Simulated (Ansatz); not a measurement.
**CH3Cr (sextet): geometry and frequencies at several levels**

One table from this session's results is given with a row withheld; the runs are named, their logs left out.

Computed with Ansatz 0.2.0 (the levels named in each step, unless a step's input says otherwise).

### The starting structure

Bond lengths: C1–Cr2 2.037 Å, C1–H3 1.113 Å, C1–H4 1.113 Å, C1–H5 1.113 Å. Angles: Cr2–C1–H3 110.1°, Cr2–C1–H4 110.1°, Cr2–C1–H5 110.1°, H3–C1–H4 108.8°, H3–C1–H5 108.8°, H4–C1–H5 108.8°.

As a file:

```xyz
5

C    -1.5526    0.0885   -0.3179
Cr    0.4404   -0.0248    0.0899
H    -1.8136   -0.6072   -1.1460
H    -1.8229    1.1245   -0.6205
H    -2.1436   -0.1882    0.5833
```

Set-up of the first run:

Input file input.yaml:

```yaml
crystal:
  periodic: [false, false, false]
  atoms:
    - { symbol: C, position_ang: [-1.55264879, 0.08845075, -0.31786125] }
    - { symbol: Cr, position_ang: [0.44038377, -0.02478956, 0.08987487] }
    - { symbol: H, position_ang: [-1.81362108, -0.60723703, -1.14604038] }
    - { symbol: H, position_ang: [-1.8228515, 1.1244975, -0.62045041] }
    - { symbol: H, position_ang: [-2.14363241, -0.18822166, 0.58333716] }
magnetization:
  spin_polarized: true
  initial_magnetization: 5
basis:
  gaussian: { orbitals: def2-TZVPP }
hamiltonian:
  xc: pbe0
  dispersion: d4
relax:
  f_tol: 0.002
  max_steps: 150
```

The run is started by

```console
ansatz run input.yaml --threads 2 --pin off --max-ram 5120MiB --backend cpu --events-out ev --progress --plain --runs-dir out
```

Among the steps run: Relaxation, PBE0-D4/def2-TZVPP; Frequencies, PBE0-D4/def2-TZVPP; Relaxation, PBE-D4/def2-TZVPP; Frequencies, PBE-D4/def2-TZVPP; Relaxation, r2SCAN-D4/def2-TZVPP; Frequencies, r2SCAN-D4/def2-TZVPP; Relaxation, B3LYP-D4/def2-TZVPP; Frequencies, B3LYP-D4/def2-TZVPP; Relaxation, B2PLYP/def2-TZVPP.

One table of the session follows, with a row left open; its other results are not shown here.

| level | C1–Cr2 (Å) | dipole (D) | highest frequency (cm⁻¹) |
| --- | --- | --- | --- |
| PBE0-D4/def2-TZVPP | ? | ? | ? |
| PBE-D4/def2-TZVPP | 2.0413 | 1.84 | 3025 |
| r2SCAN-D4/def2-TZVPP | 2.0401 | 1.92 | 3082 |
| B3LYP-D4/def2-TZVPP | 2.0700 | 2.31 | 3078 |
| B2PLYP/def2-TZVPP | 2.0643 | 2.67 | - |

**Question.** Estimate the row for PBE0-D4/def2-TZVPP.

The run gave: C1–Cr2 (Å): 2.0534; dipole (D): 2.43; highest frequency (cm⁻¹): 3106. In the column «C1–Cr2 (Å)» it lies between PBE-D4/def2-TZVPP (2.0413) and B2PLYP/def2-TZVPP (2.0643).
